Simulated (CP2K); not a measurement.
The system is SiF.

```
Si F
1.0
     4.19356    0.00000    0.00000
     3.33899    2.53715    0.00000
     3.33899    1.12465    2.27426
Si F
1 1
Direct
  0.50000 0.50000 0.50000
  0.00000 0.00000 0.00000
```

The cell was built by a generator and needn't be a form met in nature.

Base run:

- Program: CP2K 2026.2
- Functional: rev-vdW-DF2
- Potentials or basis: POTENTIAL_UZH Si GTH-PBE-q4, F GTH-PBE-q7; TZVP-MOLOPT-PBE-GTH basis
- Density cutoff: 14966 eV
- k mesh: 12 × 12 × 12
- Occupations: fermi-dirac, width 0.05 eV
- Spin: no spin polarisation

Its results: band gap on the k mesh none (metal or under the smearing width); pressure 0.3 GPa.

Question: After a change of settings the same cell gave: band gap on the k mesh none (metal or under the smearing width); pressure -19.5 GPa. Which change was it?
A. functional from rev-vdW-DF2 to SCAN
B. functional from rev-vdW-DF2 to RPBE
C. functional from rev-vdW-DF2 to HLE16
D. functional from rev-vdW-DF2 to LDA

Answer: C.

Caveats: the potentials were made for another functional, which shifts forces and pressure; the basis of atomic orbitals isn't converged, which shifts pressures, moduli and gaps; an odd number of electrons without spin polarisation forces a metal; a magnetic or distorted state may lie lower; the potentials were made for a functional far from this one (some runs).
